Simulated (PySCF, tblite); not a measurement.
# C3H9BF2GeO: geometry, infrared bands and NMR shifts

Aim: predict the infrared bands and NMR shifts of C3H9BF2GeO (`CC(C)[O][GeH2][B](F)F`).

Programs: tblite 0.8.0 and PySCF 2.14.0, with density-fitted response routines of our own. Each step states its level of theory. These are calculated values for one molecule in the gas phase, unless marked as measured. Atoms count from 0, in the outputs and in this text.

### Step 1. The molecule as given

17 atoms, charge 0, multiplicity 1; geometry from: force field or distance geometry start.

Bonds of the start (Å): C0–C1 1.48, C1–C2 1.53, C1–O3 1.38, O3–Ge4 1.79, Ge4–B5 2.01, B5–F6 1.44, B5–F7 1.45, C0–H8 1.11, C0–H9 1.12, C0–H10 1.11, C1–H11 1.13, C2–H12 1.08, C2–H13 1.12, C2–H14 1.12, Ge4–H15 1.54, Ge4–H16 1.53.

### Step 2. Geometry optimisation with GFN2-xTB

Job settings and geometry (Å):

```
{"job": {"kind": "relax", "xc": "GFN2-xTB", "basis": "xTB"}, "charge": 0, "multiplicity": 1}
C     -1.929700     1.040300     0.079200
C     -0.937100    -0.060200     0.145400
C     -1.323000    -1.265400    -0.709600
O      0.272700     0.391400    -0.347600
Ge     1.628400     0.299900     0.821900
B      3.313900    -0.027400    -0.215200
F      3.535300    -1.330400    -0.785700
F      3.971200     1.108500    -0.830500
H     -2.560900     1.166500     0.983600
H     -2.617500     0.838400    -0.775500
H     -1.455600     2.023000    -0.118000
H     -0.838200    -0.409900     1.219400
H     -0.943200    -2.209400    -0.344900
H     -2.433600    -1.352800    -0.797100
H     -0.916900    -1.056500    -1.729400
H      1.756100     1.664900     1.526400
H      1.471100    -0.809000     1.867600
```

The run is started by

```
$ OMP_NUM_THREADS=1 python probes_run.py task.json out
```

The driver reads the jobs from task.json and runs them one after another.

Log:

```text
step      E/eV     max force
  0    -755.65263    3.686
  1    -756.27627    2.214
  2    -756.47670    2.212
  3    -756.56573    1.021
  4    -756.66016    0.886
  5    -756.68459    0.782
  6    -756.71970    0.295
  7    -756.73170    0.289
  8    -756.75049    0.366
  9    -756.75780    0.248
 10    -756.76292    0.166
 11    -756.76708    0.196
 12    -756.77152    0.244
 13    -756.77563    0.234
 14    -756.77841    0.108
 15    -756.78021    0.123
 16    -756.78256    0.160
 17    -756.78658    0.271
 18    -756.79281    0.319
 19    -756.79993    0.232
 20    -756.80554    0.156
 21    -756.80986    0.169
 22    -756.81438    0.266
 23    -756.81960    0.260
 24    -756.82428    0.164
 25    -756.82841    0.165
 26    -756.83257    0.214
 27    -756.83693    0.286
 28    -756.84104    0.241
 29    -756.84388    0.120
 30    -756.84586    0.106
 31    -756.84820    0.210
 32    -756.85149    0.322
 33    -756.85617    0.280
 34    -756.86312    0.151
 35    -756.86590    0.145
 36    -756.87114    0.151
 37    -756.87465    0.123
 38    -756.87766    0.151
 39    -756.87985    0.186
 40    -756.88348    0.147
 41    -756.88832    0.183
 42    -756.89574    0.278
 43    -756.90034    0.261
 44    -756.90810    0.174
 45    -756.91236    0.235
 46    -756.91536    0.284
 47    -756.91904    0.192
 48    -756.92157    0.084
 49    -756.92356    0.090
 50    -756.92548    0.132
 51    -756.92797    0.142
 52    -756.93025    0.098
 53    -756.93168    0.081
 54    -756.93260    0.082
 55    -756.93352    0.096
 56    -756.93471    0.110
 57    -756.93643    0.099
 58    -756.93859    0.111
 59    -756.94058    0.101
 60    -756.94200    0.077
 61    -756.94338    0.072
 62    -756.94450    0.071
 63    -756.94543    0.063
 64    -756.94614    0.053
 65    -756.94683    0.057
 66    -756.94735    0.060
 67    -756.94797    0.059
 68    -756.94840    0.046
 69    -756.94874    0.042
 70    -756.94907    0.046
 71    -756.94944    0.054
 72    -756.94983    0.049
 73    -756.95024    0.047
 74    -756.95062    0.046
 75    -756.95094    0.037
 76    -756.95117    0.027
 77    -756.95132    0.020
 78    -756.95141    0.020
 79    -756.95148    0.026
 80    -756.95158    0.029
 81    -756.95170    0.025
 82    -756.95184    0.026
 83    -756.95198    0.027
 84    -756.95211    0.036
 85    -756.95228    0.042
 86    -756.95256    0.043
 87    -756.95294    0.042
 88    -756.95331    0.040
 89    -756.95361    0.036
 90    -756.95384    0.035
 91    -756.95408    0.036
 92    -756.95442    0.050
 93    -756.95486    0.060
 94    -756.95534    0.060
 95    -756.95578    0.058
 96    -756.95618    0.060
 97    -756.95654    0.038
 98    -756.95681    0.047
 99    -756.95699    0.029
100    -756.95710    0.024
101    -756.95718    0.018
102    -756.95726    0.016
103    -756.95734    0.022
104    -756.95740    0.021
105    -756.95744    0.017
106    -756.95747    0.010
```

It took 1.2 s on 1 thread of Arm Neoverse N1, shared host.

Along the way: (not every step is listed)

| step | energy from step 0 (eV) | largest force (eV/Å) |
| --- | --- | --- |
| 0 | 0.0000 | 3.6860 |
| 1 | -0.6236 | 2.2142 |
| 2 | -0.8241 | 2.2124 |
| 3 | -0.9131 | 1.0209 |
| 4 | -1.0075 | 0.8859 |
| 5 | -1.0320 | 0.7824 |
| 6 | -1.0671 | 0.2954 |
| 7 | -1.0791 | 0.2887 |
| 8 | -1.0979 | 0.3660 |
| 17 | -1.1339 | 0.2707 |
| 26 | -1.1799 | 0.2135 |
| 35 | -1.2133 | 0.1448 |
| 44 | -1.2555 | 0.1744 |
| 53 | -1.2790 | 0.0815 |
| 62 | -1.2919 | 0.0712 |
| 71 | -1.2968 | 0.0541 |
| 80 | -1.2989 | 0.0289 |
| 89 | -1.3010 | 0.0357 |
| 98 | -1.3042 | 0.0471 |
| 101 | -1.3045 | 0.0185 |
| 102 | -1.3046 | 0.0164 |
| 103 | -1.3047 | 0.0225 |
| 104 | -1.3048 | 0.0210 |
| 105 | -1.3048 | 0.0166 |
| 106 | -1.3048 | 0.0097 |

Close pairs (by a distance rule), those that changed most:

| bond | before (Å) | after (Å) | change (Å) |
| --- | --- | --- | --- |
| B5–F7 | 1.449 | 1.314 | -0.136 |
| B5–F6 | 1.440 | 1.309 | -0.130 |
| C0–C1 | 1.483 | 1.524 | +0.041 |
| C1–O3 | 1.382 | 1.422 | +0.040 |
| O3–Ge4 | 1.793 | 1.757 | -0.036 |
| C1–H11 | 1.134 | 1.099 | -0.034 |
| C2–H13 | 1.117 | 1.087 | -0.031 |
| C2–H14 | 1.117 | 1.087 | -0.030 |

The final coordinates are the input of the step that follows.

### Step 3. Infrared spectrum with GFN2-xTB

Job settings and geometry (Å):

```
{"job": {"kind": "ir", "xc": "GFN2-xTB", "basis": "xTB"}, "charge": 0, "multiplicity": 1}
C     -1.669420     1.065766     0.013060
C     -0.987779    -0.284272     0.203335
C     -1.623247    -1.360342    -0.670087
O      0.384687    -0.201360    -0.160478
Ge     1.710398     0.367515     0.842482
B      3.283590     0.157008    -0.424972
F      3.599023    -0.966158    -1.019476
F      4.079295     1.155461    -0.734540
H     -2.718331     0.998748     0.288341
H     -1.588501     1.374622    -1.025990
H     -1.184358     1.814161     0.637770
H     -1.072549    -0.580256     1.258696
H     -1.122479    -2.311024    -0.506357
H     -2.677625    -1.465245    -0.429195
H     -1.518442    -1.091366    -1.718023
H      1.423486     1.780537     1.309474
H      1.675255    -0.441766     2.126051
```

Log:

```text
mode    cm-1     km/mol
  1     -12.2      0.03
  2      22.2      0.03
  3      52.6      0.13
  4      70.2      1.60
  5     156.4      3.16
  6     182.1      4.87
  7     186.9      1.79
  8     226.0      0.09
  9     284.1     22.32
 10     294.6     19.72
 11     358.4     28.82
 12     404.2     20.00
 13     442.8      9.29
 14     473.3     43.20
 15     542.1     35.90
 16     579.1     92.89
 17     623.6     23.65
 18     712.7    206.90
 19     871.7    219.57
 20     879.0     59.41
 21     939.6      1.32
 22     966.6     45.57
 23     970.0     22.03
 24    1137.5    113.30
 25    1150.8     50.78
 26    1170.0     20.27
 27    1198.8    209.22
 28    1274.5    309.76
 29    1316.2     15.01
 30    1320.1     17.46
 31    1389.6     13.90
 32    1402.0      8.01
 33    1471.1      1.47
 34    1480.5      3.58
 35    1484.0      0.66
 36    1496.2      4.45
 37    1868.8    283.54
 38    1907.2    590.69
 39    2852.6     63.62
 40    3015.9     34.81
 41    3038.4      1.13
 42    3041.1      5.07
 43    3044.5     44.57
 44    3044.8     26.10
 45    3047.3     50.87
```

Wall time 0.95 s (1 thread of Arm Neoverse N1, shared host).

The strongest bands and the atoms that carry them (share of the mass-weighted mode):

| cm⁻¹ | km/mol | atoms |
| --- | --- | --- |
| 579 | 92.9 | O3 46 %, C1 15 % |
| 713 | 206.9 | H15 46 %, H16 39 %, O3 10 % |
| 872 | 219.6 | H15 46 %, H16 46 % |
| 1138 | 113.3 | C1 34 %, H11 13 %, H8 11 % |
| 1199 | 209.2 | B5 62 %, F7 22 %, F6 13 % |
| 1274 | 309.8 | B5 71 %, F6 19 % |
| 1869 | 283.5 | H16 71 %, H15 28 % |
| 1907 | 590.7 | H15 70 %, H16 28 % |

### Step 4. Shielding tensors: PBE0/pcSseg-1

Same as in step 3 but for these lines:

```diff
@@ -1,2 +1,2 @@
-{"job": {"kind": "ir", "xc": "GFN2-xTB", "basis": "xTB"}, "charge": 0, "multiplicity": 1}
+{"job": {"kind": "nmr", "xc": "PBE0", "basis": "pcSseg-1"}, "charge": 0, "multiplicity": 1}
 C     -1.669420     1.065766     0.013060
```

Method: GIAO PBE0/pcSseg-1 NMR shielding, non-relativistic, gas phase.

Log:

```text
coarse grid: 66168 points
cycle   1  E = -2495.4530528515  dE =  1.829e-01  |g| = 1.263e+00  |ddm| = 3.639e+00
cycle   2  E = -2495.0876635548  dE =  3.654e-01  |g| = 1.878e+00  |ddm| = 2.003e+00
cycle   3  E = -2495.6353598282  dE = -5.477e-01  |g| = 3.087e-01  |ddm| = 1.568e+00
cycle   4  E = -2495.6513353601  dE = -1.598e-02  |g| = 9.102e-02  |ddm| = 2.659e-01
cycle   5  E = -2495.6525094754  dE = -1.174e-03  |g| = 2.542e-02  |ddm| = 7.439e-02
cycle   6  E = -2495.6526034966  dE = -9.402e-05  |g| = 5.846e-03  |ddm| = 1.552e-02
cycle   7  E = -2495.6526086409  dE = -5.144e-06  |g| = 8.405e-04  |ddm| = 4.400e-03
final grid: 140640 points
cycle   8  E = -2495.6526415994  dE = -5.594e-08  |g| = 1.004e-03  |ddm| = 2.178e-03
cycle   9  E = -2495.6526414807  dE =  1.187e-07  |g| = 1.395e-03  |ddm| = 1.700e-03
cycle  10  E = -2495.6526417559  dE = -2.752e-07  |g| = 1.571e-04  |ddm| = 9.021e-04
cycle  11  E = -2495.6526417602  dE = -4.286e-09  |g| = 3.460e-05  |ddm| = 1.295e-04
cycle  12  E = -2495.6526417604  dE = -1.728e-10  |g| = 6.575e-06  |ddm| = 3.058e-05
converged SCF energy = -2495.6526417604

GIAO shielding tensors (ppm)
atom      isotropic    diamagn.    paramagn.     s11        s22        s33       span
  0 C      161.738     249.724     -87.986    143.707    156.050    185.458     41.751
  1 C      111.808     241.872    -130.064     82.855     95.170    157.398     74.543
  2 C      158.716     247.868     -89.152    139.719    150.238    186.192     46.473
  3 O      306.914     407.068    -100.154    259.063    310.718    350.961     91.899
  4 Ge    1438.512    2759.396   -1320.885   1303.005   1338.314   1674.216    371.211
  5 B       72.808     192.747    -119.939     51.237     81.464     85.724     34.487
  6 F      197.691     467.837    -270.147    -13.646    263.607    343.111    356.757
  7 F      193.523     464.776    -271.254    -19.166    260.845    338.889    358.055
  8 H       30.793      30.317       0.476     26.562     28.246     37.573     11.011
  9 H       30.732      31.541      -0.809     28.307     28.569     35.321      7.013
 10 H       30.130      31.858      -1.729     25.116     30.176     35.096      9.980
 11 H       27.943      32.527      -4.584     24.656     27.440     31.733      7.077
 12 H       30.184      30.568      -0.384     26.034     28.491     36.026      9.992
 13 H       30.819      29.664       1.156     26.511     28.400     37.547     11.036
 14 H       30.495      30.895      -0.400     27.820     28.783     34.882      7.062
 15 H       26.630      30.459      -3.829     19.652     23.285     36.953     17.301
 16 H       26.703      29.857      -3.154     20.325     22.404     37.380     17.054
```

Run time: 65 s. Hardware: 1 thread of Arm Neoverse N1, shared host; peak memory 1 GiB.

The references, computed at this level on geometries of the same kind, shield at (ppm): ¹H TMS 31.72, ¹³C TMS 186.9, ¹⁹F CFCl3 170.9, ¹⁷O H2O 336.1, ¹¹B BF3·OEt2 100.1, ⁷³Ge GeMe4 1331. Their shielding less the atom's gives the shift. The references are single molecules in the gas phase, so shifts against H2O, NH3, PH3, H3PO4 or CFCl3 are not on the usual liquid scales and can be off by tens of ppm. Atoms listed in one row are averaged.

| atoms | environment | σ (ppm) | δ (ppm) |
| --- | --- | --- | --- |
| C1 | sp3 CH bonded to O | 111.8 | 75.1 |
| C0, C2 | methyl carbon | 160.2 | 26.7 |
| H15, H16 | hydrogen on a germanium bonded to B, O | 26.67 | 5.05 |
| H11 | hydrogen on an sp3 CH bonded to O | 27.94 | 3.77 |
| H8, H9, H10, H12, H13, H14 | hydrogen on a methyl carbon | 30.53 | 1.19 |
| O3 | oxygen bonded to C, Ge | 306.9 | 29.2 |
| Ge4 | germanium bonded to B, O, 2 H | 1439 | -108 |
| B5 | boron bonded to 2 F, Ge | 72.8 | 27.3 |
| F6, F7 | fluorine bonded to B | 195.6 | -24.7 |

The run also stored atomic charges by several schemes (e):

| atoms | Mulliken | IAO | Hirshfeld | ESP fit |
| --- | --- | --- | --- | --- |
| C0, C2 | -0.22 | -0.43 | -0.13 | -0.63 |
| C1 | -0.03 | 0.11 | 0.05 | 0.65 |
| O3 | -0.73 | -0.63 | -0.24 | -0.48 |
| Ge4 | 0.38 | 0.68 | 0.34 | 0.12 |
| B5 | 0.63 | 0.52 | 0.25 | 0.70 |
| F6, F7 | -0.27 | -0.29 | -0.13 | -0.28 |

Mayer bond orders: C0–C1 1.04, C1–C2 1.04, C1–O3 0.86, O3–Ge4 0.81, Ge4–B5 0.92, B5–F6 1.14, B5–F7 1.12.

### Step 5. Outcome

| quantity | value |
| --- | --- |
| strongest single infrared mode (GFN2-xTB) | 1907 cm⁻¹, 591 km/mol |
| zero-point energy (GFN2-xTB) | 74.9 kcal/mol |
| ¹³C shifts against TMS (PBE0/pcSseg-1, means over atoms taken as alike) | 75.1, 26.7 ppm |
| ¹H shifts against TMS (PBE0/pcSseg-1, means over atoms taken as alike) | 5.05, 3.77, 1.19 ppm |
| ¹⁷O shifts against H2O (PBE0/pcSseg-1) | 29.2 ppm |
| ⁷³Ge shifts against GeMe4 (PBE0/pcSseg-1) | -108 ppm |
| ¹¹B shifts against BF3·OEt2 (PBE0/pcSseg-1) | 27.3 ppm |
| ¹⁹F shifts against CFCl3 (PBE0/pcSseg-1, means over atoms taken as alike) | -24.7 ppm |

The optimisation took 106 steps and gained 1.305 eV; among the close pairs (by a distance rule), B5–F7 changed most, from 1.449 to 1.314 Å. The lowest mode is slightly imaginary (12i cm⁻¹), a soft motion within the noise of the Hessian, so the minimum is not strictly shown. The strongest single mode, at 1907 cm⁻¹, moves mainly H15. Unscaled tight-binding wavenumbers are off by several per cent, some by more. Its intensities can rank the bands wrongly. The most deshielded carbon is C1 (sp3 CH bonded to O), at 75.1 ppm: deshielded by the electronegative neighbour. Spin-orbit coupling is left out, which matters for shieldings and couplings at and beside the heavy atoms.
